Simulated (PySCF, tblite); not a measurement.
**C₃H₈O₄Si₂: geometry, infrared bands and NMR shifts**

Wanted: the infrared bands and NMR shifts of C₃H₈O₄Si₂ (`C=CO[Si@](O)([SiH3])OC=O`), by calculation.

Programs: tblite 0.8.0 and PySCF 2.14.0, with density-fitted response routines of our own. Each step states its level of theory. These are calculated values for one molecule in the gas phase, unless marked as measured. Atoms are numbered from 0 throughout.

**1. Starting geometry**

17 atoms, charge 0, multiplicity 1; geometry from: force field or distance geometry start.

Bonds of the start (Å): C0–C1 1.34, C1–O2 1.40, O2–Si3 1.77, Si3–O4 1.70, Si3–Si5 2.23, Si3–O6 1.72, O6–C7 1.38, C7–O8 1.25, C0–H9 1.08, C0–H10 1.08, C1–H11 1.07, O4–H12 0.99, Si5–H13 1.47, Si5–H14 1.47, Si5–H15 1.48, C7–H16 1.09.

**2. Relaxing the molecule with GFN2-xTB**

What the job is given:

```
{"job": {"kind": "relax", "xc": "GFN2-xTB", "basis": "xTB"}, "charge": 0, "multiplicity": 1}
C      3.155800    -0.873300    -0.164300
C      2.312300     0.150400     0.013700
O      1.301900     0.013900     0.973500
Si    -0.362000     0.014400     0.365700
O     -0.365000    -0.137800    -1.329000
Si    -1.223300     2.022500     0.832900
O     -1.167700    -1.277500     1.172400
C     -2.504600    -1.565100     1.011900
O     -3.160800    -0.853000     0.228100
H      3.078000    -1.805100     0.380300
H      3.933700    -0.752000    -0.905700
H      2.378900     1.076300    -0.514600
H     -0.199700    -1.071600    -1.616700
H     -0.881000     2.447700     2.200200
H     -0.618800     2.949600    -0.141200
H     -2.687600     2.058400     0.603500
H     -2.997200    -2.385700     1.528900
```

On the command line:

```
$ OMP_NUM_THREADS=1 python probes_run.py task.json out
```

One launch serves the whole session: the jobs run in the order shown.

**Question.** This job is followed by: GFN2-xTB harmonic vibrations, gas phase; GIAO PBE0/pcSseg-1 NMR shielding, non-relativistic, gas phase. Predict these results of the whole session: strongest single infrared mode (GFN2-xTB); zero-point energy (GFN2-xTB); 13C shifts against TMS (PBE0/pcSseg-1); 1H shifts against TMS (PBE0/pcSseg-1, means over atoms taken as alike); 17O shifts against H2O (PBE0/pcSseg-1); 29Si shifts against TMS (PBE0/pcSseg-1).

**Answer**, as computed:

| quantity | value |
| --- | --- |
| strongest single infrared mode (GFN2-xTB) | 1187 cm⁻¹, 607 km/mol |
| zero-point energy (GFN2-xTB) | 67.4 kcal/mol |
| 13C shifts against TMS (PBE0/pcSseg-1) | 166.1, 149.5, 102.6 ppm |
| 1H shifts against TMS (PBE0/pcSseg-1, means over atoms taken as alike) | 7.99, 6.74, 5.02, 4.65, 3.53, 2.87 ppm |
| 17O shifts against H2O (PBE0/pcSseg-1) | 442.8, 247.9, 162.0, 69.0 ppm |
| 29Si shifts against TMS (PBE0/pcSseg-1) | -34.9, -124.7 ppm |

The optimisation took 184 steps and gained 1.171 eV; among the close pairs (by a distance rule), O2–Si3 changed most, from 1.771 to 1.633 Å. No mode is imaginary among the 45: a minimum at this level. The strongest single mode, at 1187 cm⁻¹, moves mainly O2 and C1. GFN2-xTB is a fitted tight-binding method: band positions and strengths are rough. Its intensities can rank the bands wrongly. At PBE0/pcSseg-1: Shielding is most anisotropic at O8 (span 619 ppm, paramagnetic term -510 ppm).
